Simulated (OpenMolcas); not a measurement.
**Tb²⁺ among point charges: CASSCF levels and susceptibility**

How does a field of 6 point charges split the states of Tb²⁺, and what χT follows?

Method: state-averaged CASSCF, spin-orbit coupling by RASSI with atomic mean-field integrals. Code: OpenMolcas 26.06.

### 1 The atom as given

```
Species                           : Tb²⁺ (terbium, Z = 65, 63 electrons)
Basis                             : ANO-RCC-VDZP [7s6p4d2f1g], 68 functions
Scalar Hamiltonian                : DKH2, point nucleus
Inactive shells                   : 1s 2s 2p 3s 3p 3d 4s 4p 4d 5s 5p
Active space                      : 9 electrons in 7 orbitals (4f)
Some configurations of this space : 4f⁹
Orbitals                          : optimised for the highest spin of each parity, averaged over all roots
```

Outer shells as boxes (Hund's rule):

4f9
```
4f [↑↓][↑↓][↑ ][↑ ][↑ ][↑ ][↑ ]
```

The ion sits among 6 point charges of -1 e arranged as an octahedron (Oh), 2.8 Å from the ion.

Each step is its own input file, run in one work folder so that later steps find the files of earlier ones. Labels, J, g values, rates, χT and fits are worked out afterwards by a script from the matrices that RASSI stores. The input lists half of the charges; inversion (Group=XYZ) makes the rest.

### 2 GATEWAY and SEWARD: basis and integrals

File a.inp:

```
&GATEWAY
Coord
1

Tb 0.0 0.0 0.0
Basis=ANO-RCC-VDZP
Group=XYZ
NoMove
AngMom=0.0 0.0 0.0
AMFI
XField
3 Angstrom 0
2.800000 0.000000 0.000000 -1.000000
0.000000 2.800000 0.000000 -1.000000
0.000000 0.000000 2.800000 -1.000000
&SEWARD
```

### 3 Reference wave functions, sextets of odd parity, 21 roots

File a.inp:

```
&RASSCF
FileOrb=start.orb
Symmetry=2
Spin=6
nActEl=9 0 0
Inactive=15 12
Ras2=0 7
CIRoot=21 21 1
SDav=21
CIMx=300
Iter=120 100
PrWF=0.3
OrbListing=Nothing
MaxOrb=0
>>> COPY $Project.JobIph JOB001
```

start.orb holds the contracted functions of the basis, ordered by shell, or the orbitals of the step before.

### 4 CASSCF: quartets of odd parity, 162 roots

File a.inp:

```
&RASSCF
FileOrb=start.orb
Symmetry=2
Spin=4
nActEl=9 0 0
Inactive=15 12
Ras2=0 7
CIRoot=162 162 1
SDav=224
CIMx=300
Iter=120 100
PrWF=0.3
OrbListing=Nothing
MaxOrb=0
CIOnly
>>> COPY $Project.JobIph JOB002
```

### 5 Reference wave functions, doublets of odd parity, 162 roots

File a.inp:

```
&RASSCF
FileOrb=start.orb
Symmetry=2
Spin=2
nActEl=9 0 0
Inactive=15 12
Ras2=0 7
CIRoot=162 162 1
SDav=490
CIMx=300
Iter=120 100
PrWF=0.3
OrbListing=Nothing
MaxOrb=0
CIOnly
>>> COPY $Project.JobIph JOB003
```

### 6 RASSI: spin-orbit coupling between the states

File a.inp:

```
&RASSI
NrOfJobIphs=3 21 108 41
1 2 3 4 5 6 7 8 9 10 11 12 13 14 15 16 17 18 19 20 21
1 2 3 4 5 6 7 8 9 10 11 12 13 14 15 16 17 18 19 20 21 22 23 24 25 26 27
28 29 30 31 32 33 34 35 36 37 38 39 40 41 42 43 44 45 46 47 48 49 50 51
52 53 54 55 56 57 58 59 60 61 62 63 64 65 66 67 68 69 70 71 72 73 74 75
76 77 78 79 80 81 82 83 84 85 86 87 88 89 90 91 92 93 94 95 96 97 98 99
100 101 102 103 104 105 106 107 108
1 2 3 4 5 6 7 8 9 10 11 12 13 14 15 16 17 18 19 20 21 22 23 24 25 26 27
28 29 30 31 32 33 34 35 36 37 38 39 40 41
IphNames
JOB001
JOB002
JOB003
EJob
SpinOrbit
DIPRint=1.0
SOCoupling=1000.0
Subsets=2
Property=9
'ANGMOM' 1 'ANGMOM' 2 'ANGMOM' 3 'MLTPL  1' 1 'MLTPL  1' 2 'MLTPL  1' 3
'AMFI' 1 'AMFI' 2 'AMFI' 3
SOProperty=3
'ANGMOM' 1 'ANGMOM' 2 'ANGMOM' 3
```

Q: Predict the outcome of this session. Wanted: spin-free ground state; first state of the same spin within the active space; lowest level; next level.

As calculated:

| quantity | value |
| --- | --- |
| method | CASSCF |
| spin-free ground state | 6T1, 3-fold in its orbital part |
| first state of the same spin within the active space | 6T2 at 54.8 cm⁻¹ |
| lowest level | 2-fold Γ6, g = 6.64, 6.64, 6.64 |
| next level | 7.8 cm⁻¹ |
| χT at 300 K | 14.08 cm³ K/mol |
| effective moment at 300 K | 10.61 μB |

**Reading.** The spin-free ground state (6T1) comes to 100 % from free-ion H terms and keeps the highest spin of the shell. The quartets, doublets rest on orbitals optimised for another spin in at least one step, which raises them against the optimised states. Not all states of the active space went into the spin-orbit step. High states of lower spin are left out of the spin-orbit mixing, and CASSCF puts spin-flip levels too high. Point charges carry no covalency, so the field is a model and not that of real ligands.
